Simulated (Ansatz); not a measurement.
# PtWSe4: the cost of one run

Method: DFT PBE, scalar-relativistic, plane waves, PAW, in Ansatz 0.2.0.

**1. The structure to begin with**

The structure is tetragonal, space group P4/mmm (No. 123). Conventional cell: a = 4.571 Å, b = 4.571 Å, c = 6.598 Å, α = 90.00°, β = 90.00°, γ = 90.00°. Around Pt (site symmetry 4/mmm) lie 8 Se at 2.88 Å. W (site symmetry 4/mmm) has 8 Se at 2.76 Å as nearest neighbours. Se (site symmetry 2mm) has 2 W at 2.76 Å and 2 Pt at 2.88 Å as nearest neighbours.

As a file:

```
CELL_PARAMETERS angstrom
4.57084 0.00000 0.00000
0.00000 4.57084 0.00000
0.00000 0.00000 6.59789
ATOMIC_POSITIONS crystal
Pt 0.50000 0.50000 0.00000
W 0.00000 0.00000 0.50000
Se 0.50000 0.00000 0.26574
Se 0.50000 0.00000 0.73426
Se 0.00000 0.50000 0.73426
Se 0.00000 0.50000 0.26574
```

The cell is invented: species swapped into a database cell of CaSnF4 (P4/mmm, No. 123), with W on the Ca sites, Pt on the Sn sites and Se on the F sites. The dimensions are guesses.

**2. Probe: one point on a coarse mesh**

Input file input.yaml:

```yaml
crystal:
  lattice:
    - [4.5708381, 0.0, 0.0]
    - [0.0, 4.5708381, 0.0]
    - [0.0, 0.0, 6.59789281]
  atoms:
    - { symbol: Pt, position: [0.5, 0.5, 0.0] }
    - { symbol: W, position: [0.0, 0.0, 0.5] }
    - { symbol: Se, position: [0.5, 0.0, 0.26573801] }
    - { symbol: Se, position: [0.5, 0.0, 0.73426199] }
    - { symbol: Se, position: [0.0, 0.5, 0.73426199] }
    - { symbol: Se, position: [0.0, 0.5, 0.26573801] }
basis:
  ecutwfc: 420
kpoints:
  mp_grid: { grid: [4, 4, 4] }
hamiltonian:
  xc: pbe
scf:
  occupations: { method: gaussian, width: 0.1 }
  lower_state_search: "off"
output:
  forces: true
  stress: true
  eigenvalues: true
```

Command:

```console
ansatz run input.yaml --threads 1 --pin off --max-ram 2560MiB --backend cpu --events-out ev --progress --plain --runs-dir out
```

Q: Estimate wall time and peak memory on 1 thread of Intel Xeon at 2.50GHz (Skylake/Cascade Lake), shared host.

About 15 s, with a peak of 0.48 GiB.
